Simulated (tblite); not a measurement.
# C7H14AlFO: the cost of one run

The runs use tblite 0.8.0 and PySCF 2.14.0, with density-fitted response routines of our own; the level of theory stands in each step. All values are computed, except where a source is named. Atoms count from 0, in the outputs and in this text.

## 1. Starting geometry

24 atoms, charge 0, multiplicity 1; geometry from: force field or distance geometry start.

Bonds of the start (Å): C0–C1 1.32, C1–C2 1.52, C2–F3 1.38, C2–O4 1.43, O4–Al5 1.89, O4–C6 1.43, C6–C7 1.55, C7–C8 1.52, C8–C9 1.51, C9–C7 1.51, C0–H10 1.10, C0–H11 1.08, C1–H12 1.09, C2–H13 1.12, Al5–H14 1.59, Al5–H15 1.61, Al5–H16 1.59, C6–H17 1.12, C6–H18 1.10, C7–H19 1.11, C8–H20 1.10, C8–H21 1.11, C9–H22 1.10, C9–H23 1.10.

## 2. Geometry optimisation with GFN2-xTB

What the job is given:

```
{"job": {"kind": "relax", "xc": "GFN2-xTB", "basis": "xTB"}, "charge": 0, "multiplicity": 1}
C     -3.382700     0.912000    -0.414500
C     -2.970600    -0.345900    -0.467000
C     -1.567300    -0.698800    -0.929600
F     -1.422200    -2.068100    -0.990700
O     -0.576600    -0.076700    -0.110700
Al    -0.504600    -0.844200     1.612900
C      0.697700    -0.165700    -0.763900
C      1.666400     0.901400    -0.203400
C      2.803900     0.393600     0.672200
C      3.069200     0.804300    -0.761500
H     -4.398300     1.137000    -0.070100
H     -2.747500     1.728300    -0.716700
H     -3.641100    -1.145400    -0.136900
H     -1.520200    -0.319900    -1.983200
H      0.164300    -2.283600     1.535700
H      0.373400     0.089500     2.583800
H     -1.968300    -0.966500     2.230700
H      1.120900    -1.204400    -0.695300
H      0.616000     0.065600    -1.841200
H      1.311300     1.936400    -0.025100
H      2.837900    -0.692900     0.850300
H      3.148400     1.134800     1.426900
H      3.287200    -0.043700    -1.429800
H      3.591100     1.772700    -0.862400
```

Started as:

```
OMP_NUM_THREADS=1 python probes_run.py task.json out
```

One launch serves the whole session: the jobs run in the order shown.

**Question.** How long does this first job take on 1 thread of Arm Neoverse N1, shared host, and how much memory does it need?

About 4.3 s, with a peak of 0.19 GiB.
